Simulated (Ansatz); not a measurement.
# C9H17FN2Ti: how energies converge with the basis set

One table from this session's results is given with a row withheld; the runs are named, their logs left out.

Program: Ansatz 0.2.0, Gaussian basis. Level of theory: one geometry, several basis sets. These are calculated values, not measurements.

Plan: PBE0-D4/def2-SVP; ωB97M-V/def2-SVP; PBE0-D4/def2-QZVPP; ωB97M-V/def2-QZVPP; the functionals' def2-TZVPP values are taken from earlier runs.

### Structure used throughout

The geometry comes from an earlier relaxation with PBE0-D4 in a triple-zeta def2 set; it is a stationary point, not always the lowest conformer.

SMILES `C[N](C)[Ti]1234([F])([N](C)C)[C@H]5[C@@H]1[C@@H]2[C@@H]3[C@H]54`, 30 atoms, charge 0, spin multiplicity 1.

Atoms are counted from 1 here; the program's logs count them from 0.

Bond lengths: C1–N2 1.436 Å, C1–H14 1.100 Å, C1–H15 1.091 Å, C1–H16 1.103 Å, N2–C3 1.440 Å, N2–Ti4 1.906 Å, C3–H17 1.093 Å, C3–H18 1.103 Å, C3–H19 1.099 Å, Ti4–F5 1.811 Å, Ti4–N6 1.891 Å, Ti4–C9 2.357 Å, Ti4–C10 2.361 Å, Ti4–C11 2.380 Å, Ti4–C12 2.410 Å, Ti4–C13 2.403 Å, N6–C7 1.434 Å, N6–C8 1.451 Å and more. Angles: N2–C1–H14 111.0°, N2–C1–H15 110.5°, N2–C1–H16 112.2°, H14–C1–H15 108.3°, H14–C1–H16 106.8°, H15–C1–H16 107.9°, C1–N2–C3 112.6°, C1–N2–Ti4 126.4°, C3–N2–Ti4 117.9°, N2–C3–H17 110.9°, N2–C3–H18 112.4°, N2–C3–H19 110.8°, H17–C3–H18 108.1°, H17–C3–H19 107.2°, H18–C3–H19 107.2°, N2–Ti4–F5 101.7°, N2–Ti4–N6 100.5°, N2–Ti4–C9 104.1° and more.

Set-up of the first run:

File in.yaml:

```yaml
crystal:
  periodic: [false, false, false]
  atoms:
    - {symbol: C, position_ang: [-1.882142, 1.394895, 0.760102]}
    - {symbol: N, position_ang: [-0.511464, 1.134709, 1.098282]}
    - {symbol: C, position_ang: [0.100815, 2.229446, 1.804665]}
    - {symbol: Ti, position_ang: [0.634177, -0.143489, 0.270668]}
    - {symbol: F, position_ang: [1.732709, -0.590393, 1.638919]}
    - {symbol: N, position_ang: [-0.584073, -1.560336, -0.021834]}
    - {symbol: C, position_ang: [-1.135987, -2.317730, -1.107807]}
    - {symbol: C, position_ang: [-1.050820, -2.064941, 1.256115]}
    - {symbol: C, position_ang: [2.283140, 1.164018, -0.791634]}
    - {symbol: C, position_ang: [1.048041, 1.473472, -1.399856]}
    - {symbol: C, position_ang: [0.595044, 0.319019, -2.063675]}
    - {symbol: C, position_ang: [1.563155, -0.698946, -1.882854]}
    - {symbol: C, position_ang: [2.604904, -0.174324, -1.103890]}
    - {symbol: H, position_ang: [-2.472212, 1.627918, 1.658699]}
    - {symbol: H, position_ang: [-2.327075, 0.525597, 0.273903]}
    - {symbol: H, position_ang: [-1.986288, 2.255327, 0.077781]}
    - {symbol: H, position_ang: [1.130613, 1.988585, 2.080741]}
    - {symbol: H, position_ang: [0.112970, 3.159065, 1.211169]}
    - {symbol: H, position_ang: [-0.442721, 2.445631, 2.735545]}
    - {symbol: H, position_ang: [-2.235655, -2.289068, -1.088398]}
    - {symbol: H, position_ang: [-0.811388, -1.930614, -2.071903]}
    - {symbol: H, position_ang: [-0.844008, -3.376831, -1.049363]}
    - {symbol: H, position_ang: [-2.144067, -1.980330, 1.337192]}
    - {symbol: H, position_ang: [-0.614441, -1.508407, 2.088411]}
    - {symbol: H, position_ang: [-0.782786, -3.122390, 1.385261]}
    - {symbol: H, position_ang: [2.866433, 1.824124, -0.166030]}
    - {symbol: H, position_ang: [0.527031, 2.416974, -1.337529]}
    - {symbol: H, position_ang: [-0.336750, 0.227839, -2.601560]}
    - {symbol: H, position_ang: [1.499211, -1.711371, -2.251412]}
    - {symbol: H, position_ang: [3.463615, -0.717448, -0.739709]}
basis:
  gaussian: {orbitals: def2-SVP}
hamiltonian: {xc: pbe0, dispersion: d4}
output: {orbitals: {seedname: orbitals}}
```

Command:

```bash
$ ansatz run in.yaml --threads 11 --pin off --events-out ev --progress --plain --max-ram 166912MiB --backend cuda --devices 0, --max-vram 75GiB
```

Among the steps run: PBE0-D4 in def2-SVP; ωB97M-V in def2-SVP; PBE0-D4 in def2-QZVPP; ωB97M-V in def2-QZVPP.

One table of the session follows, with a row left open; its other results are not shown here.

It belongs to the step «Density functionals: the series». 

| functional | basis | HOMO (eV) |
| --- | --- | --- |
| PBE0-D4 | def2-SVP | -5.80 |
| PBE0-D4 | def2-TZVPP | -5.88 |
| PBE0-D4 | def2-QZVPP | -5.89 |
| ωB97M-V | def2-SVP | -7.97 |
| ωB97M-V | def2-TZVPP | -8.05 |
| ωB97M-V | def2-QZVPP | ? |

Estimate the missing values for ωB97M-V, def2-QZVPP.

The run gave: HOMO (eV): -8.06. In the column «HOMO (eV)» it is the lowest.
